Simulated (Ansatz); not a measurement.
# GeSiH5Cl (SMILES Cl[SiH2][GeH3]): wB97M-V/cc-pVDZ

What is the vertical ionisation energy of GeSiH5Cl at wB97M-V/cc-pVDZ? 

Program for the calculation: Ansatz 0.2.0.

62 further runs of the same task are left out: 62 set aside as unsound or not needed.

### 1 The system as given

GeSiH5Cl has 8 atoms, charge 0, and is taken as a singlet. SMILES: `Cl[SiH2][GeH3]`. The coordinates come from a PBE0-D4/def2-TZVP relaxation.

Bond lengths: Cl1–Si2 2.062 Å, Si2–Ge3 2.377 Å, Si2–H4 1.484 Å, Si2–H5 1.484 Å, Ge3–H6 1.536 Å, Ge3–H7 1.538 Å, Ge3–H8 1.536 Å. Some angles: Cl1–Si2–Ge3 109.1°, Cl1–Si2–H4 107.8°, Cl1–Si2–H5 107.8°, Ge3–Si2–H4 111.5°, Ge3–Si2–H5 111.5°, Si2–Ge3–H6 110.0°, Si2–Ge3–H7 109.9°, Si2–Ge3–H8 110.0°, H4–Si2–H5 109.1°, H6–Ge3–H7 108.9°.

### 2 A single-point energy at wB97M-V/cc-pVDZ

File input.yaml:

```yaml
crystal:
  periodic: [false, false, false]
  atoms:
    - {symbol: Cl, position_ang: [-2.290300, 1.217200, -0.310600]}
    - {symbol: Si, position_ang: [-0.414100, 0.602600, -0.906900]}
    - {symbol: Ge, position_ang: [0.581500, -0.662200, 0.842700]}
    - {symbol: H, position_ang: [-0.573600, -0.206400, -2.140800]}
    - {symbol: H, position_ang: [0.380700, 1.815700, -1.222200]}
    - {symbol: H, position_ang: [0.711200, 0.201700, 2.106100]}
    - {symbol: H, position_ang: [1.981500, -1.135500, 0.415600]}
    - {symbol: H, position_ang: [-0.284600, -1.890300, 1.160200]}
basis:
  gaussian:
    orbitals: cc-pVDZ
hamiltonian:
  xc: {name: wB97M-V}
accuracy: high
output:
  orbitals: {seedname: orbitals}
```

On the command line:

```
$ ansatz run input.yaml --threads 1 --pin off --max-ram 3480MiB --events-out events.jsonl --progress --plain --runs-dir runs
```

The log of the run:

```text
Warning: RAYON_NUM_THREADS=1 ignored (pool sized by the plan → 1); use --threads N
Functional definition: wB97M-V
  name "wB97M-V"
  parameter omega = 0.3/bohr
  parameter cx = 0.15
  parameter cx01 = 1.007
  parameter cx10 = 0.259
  parameter css00 = 0.443
  parameter css04 = -1.437
  parameter css10 = -4.535
  parameter css20 = -3.390
  parameter css43 = 4.278
  parameter cos00 = 1.000
  parameter cos10 = 1.358
  parameter cos20 = 2.924
  parameter cos21 = -8.812
  parameter cos60 = -1.390
  parameter cos61 = 9.142
  parameter b = 6.0
  parameter c = 0.01
  gx(w, u) = 1 - cx + cx01*u + cx10*w
  gss(w, u) = css00 + css04*u^4 + css10*w + css20*w^2 + css43*w^4*u^3
  gos(w, u) = cos00 + cos10*w + (cos20 + cos21*u)*w^2 + (cos60 + cos61*u)*w^6
  exchange = spin_sum(e_x_unif_sr(omega)*gx(b97_w, b97_u_x)) + cx*exact_x_sr(omega) + exact_x_lr(omega)
  correlation = spin_sum(e_c_pw_mod_same_spin*gss(b97_w, b97_u_same))
      + integral(e_c_pw_mod_opposite_spin*gos(b97_w_opposite, b97_u_opposite)) + vv10(b, c)
2044 factors; integrals over basis functions are off by at most 4.4e-9 eV
399 factors; integrals over basis functions are off by at most 2.6e-9 eV
mean field evaluation 1: about -76994.8510 eV, gradient 1.2e1 eV
mean field evaluation 2: about -76995.1962 eV, gradient 6.8e0 eV
mean field evaluation 4: about -76995.3274 eV, gradient 1.5e-1 eV
mean field evaluation 8: about -76995.3995 eV, gradient 4.4e-3 eV
mean field evaluation 16: about -76995.3995 eV, gradient 2.8e-6 eV
mean field -76995.39946999 eV, -2829.5287411658 hartree, gradient 4.2e-8 eV, S^2 0.000000; 0 other end points of the search recorded, 0 dependent functions left out
reference -76995.39947469 eV, -2829.5287413386 hartree; 34, 34 occupied and 54, 54 virtual orbitals, 2044 factors
Total energy: -76995.39947469 eV, -2829.5287413386 hartree
```

It took 95 s on 1 thread of Arm Neoverse V1, shared host; peak memory 0.65 GiB.

### 3 The doublet cation at the same level

File molecule.yaml:

```yaml
crystal:
  periodic: [false, false, false]
  atoms:
    - {symbol: Cl, position_ang: [-2.290300, 1.217200, -0.310600]}
    - {symbol: Si, position_ang: [-0.414100, 0.602600, -0.906900]}
    - {symbol: Ge, position_ang: [0.581500, -0.662200, 0.842700]}
    - {symbol: H, position_ang: [-0.573600, -0.206400, -2.140800]}
    - {symbol: H, position_ang: [0.380700, 1.815700, -1.222200]}
    - {symbol: H, position_ang: [0.711200, 0.201700, 2.106100]}
    - {symbol: H, position_ang: [1.981500, -1.135500, 0.415600]}
    - {symbol: H, position_ang: [-0.284600, -1.890300, 1.160200]}
basis:
  gaussian:
    orbitals: cc-pVDZ
accuracy: high
hamiltonian:
  xc: {name: wB97M-V}
total_charge: 1
output:
  orbitals: {seedname: orbitals}
magnetization:
  spin_polarized: true
  initial_magnetization: 1
```

On the command line:

```
$ ansatz run molecule.yaml --threads 1 --pin off --max-ram 3480MiB --events-out events.jsonl --progress --plain --runs-dir runs
```

The log of the run (excerpt; [...] marks lines left out):

```text
Warning: RAYON_NUM_THREADS=1 ignored (pool sized by the plan → 1); use --threads N
[... 2 set-up lines as earlier in the session ...]
[...]
  gx(w, u) = 1 - cx + cx01*u + cx10*w
  gss(w, u) = css00 + css04*u^4 + css10*w + css20*w^2 + css43*w^4*u^3
  gos(w, u) = cos00 + cos10*w + (cos20 + cos21*u)*w^2 + (cos60 + cos61*u)*w^6
[...]
      + integral(e_c_pw_mod_opposite_spin*gos(b97_w_opposite, b97_u_opposite)) + vv10(b, c)
2042 factors; integrals over basis functions are off by at most 4.4e-9 eV
399 factors; integrals over basis functions are off by at most 2.6e-9 eV
[...]
mean field -76985.14282281 eV, -2829.1518163343 hartree, gradient 6.7e-8 eV, S^2 0.754185; 2 other end points of the search recorded, 0 dependent functions left out
reference -76985.14282746 eV, -2829.1518165051 hartree; 34, 33 occupied and 54, 55 virtual orbitals, 2042 factors
Total energy: -76985.14282746 eV, -2829.1518165051 hartree
```

Wall time 3.6 min (1 thread of Arm Neoverse V1, shared host); peak memory 1.2 GiB.

### 4 Outcome

Level: wB97M-V/cc-pVDZ.

| quantity | value |
| --- | --- |
| singlet GeSiH5Cl: total energy | -2829.52874 Eh |
| singlet GeSiH5Cl: HOMO energy | -10.11 eV |
| singlet GeSiH5Cl: LUMO energy | 1.66 eV |
| singlet GeSiH5Cl: HOMO–LUMO gap | 11.77 eV |
| doublet cation: total energy | -2829.15182 Eh |
| doublet cation: HOMO energy (highest over α and β) | -16.58 eV |
| doublet cation: LUMO energy (lowest over α and β) | -10.41 eV |
| doublet cation: ⟨S²⟩ | 0.754 |
| vertical ionisation energy (to the doublet cation) | 10.257 eV |

In words: Removing an electron at fixed nuclei costs 10.26 eV (237 kcal/mol). −ε(HOMO) before ionisation, 10.11 eV, is 0.15 eV below this ionisation energy.
